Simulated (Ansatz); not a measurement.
Geometry optimisation, Ansatz 0.2.0, DFT r2SCAN, scalar-relativistic, plane waves, PAW.

The input (input.yaml):

```yaml
crystal:
  lattice:
    - [0.0, 5.43, 5.43]
    - [5.43, 0.0, 5.43]
    - [5.43, 5.43, 0.0]
  atoms:
    - { symbol: Si, position: [0.0, 0.0, 0.0] }
    - { symbol: Si, position: [0.125, 0.125, 0.125] }
    - { symbol: Si, position: [0.0, 0.0, 0.5] }
    - { symbol: Si, position: [0.125, 0.125, 0.625] }
    - { symbol: Si, position: [0.0, 0.5, 0.0] }
    - { symbol: Si, position: [0.125, 0.625, 0.125] }
    - { symbol: Si, position: [0.0, 0.5, 0.5] }
    - { symbol: Si, position: [0.125, 0.625, 0.625] }
    - { symbol: Si, position: [0.5, 0.0, 0.0] }
    - { symbol: Si, position: [0.625, 0.125, 0.125] }
    - { symbol: Si, position: [0.5, 0.0, 0.5] }
    - { symbol: Si, position: [0.625, 0.125, 0.625] }
    - { symbol: Si, position: [0.5, 0.5, 0.0] }
    - { symbol: Si, position: [0.625, 0.625, 0.125] }
    - { symbol: Si, position: [0.5, 0.5, 0.5] }
    - { symbol: Si, position: [0.625, 0.625, 0.625] }
    - { symbol: Ge, position: [0.3708709, 0.3829953, 0.8802044] }
basis:
  ecutwfc: 500.0
kpoints:
  mp_grid: { grid: [2, 2, 2] }
hamiltonian:
  xc: r2scan
  pseudopotentials: { kind: paw, azcp: { folder: soft_1 } }
scf:
  occupations: { method: gaussian, width: 0.05 }
  lower_state_search: "off"
relax:
  f_tol: 0.03
  max_steps: 60
  adjacent_minimum: "off"
```

Launched with:

```bash
$ ansatz run input.yaml --threads 2 --pin off --max-ram 5120MiB --backend cpu --events-out ev --progress --plain --runs-dir out
```

Problem. Where does it end, and by what steps?

Solution. The run converged. Limits of this set-up: a small cell, in which the defect meets its images. After 3 steps the energy has fallen by 0.318 eV; Ge17 moved furthest, 0.07 Å.

```tsv
step	energy less start (eV)	largest force component (eV/Å)	accepted
0	0.0000	1.159	yes
1	-0.2891	0.341	yes
2	-0.3166	0.089	yes
3	-0.3182	0.017	yes
```

```xyz
17
Lattice="0.0000 5.4300 5.4300 5.4300 0.0000 5.4300 5.4300 5.4300 0.0000" Properties=species:S:1:pos:R:3
Si -0.002 -0.006 0.007
Si 1.362 1.357 1.313
Si 2.724 2.721 0.007
Si 4.077 4.073 1.359
Si 2.755 -0.037 2.679
Si 4.123 1.358 4.074
Si 5.428 2.721 2.710
Si 6.792 4.027 4.073
Si -0.032 2.751 2.680
Si 1.362 4.119 4.074
Si 2.724 5.424 2.710
Si 4.030 6.788 4.074
Si 2.756 2.753 5.469
Si 4.079 4.073 6.789
Si 5.397 5.394 5.467
Si 6.792 6.788 6.834
Ge 6.792 6.788 4.074
```

Whether the end is a true minimum wasn't checked by a vibrational analysis.

Time of the run: 100 s on 2 threads of Arm Neoverse V1, on a shared host, peak memory 1.5 GiB.
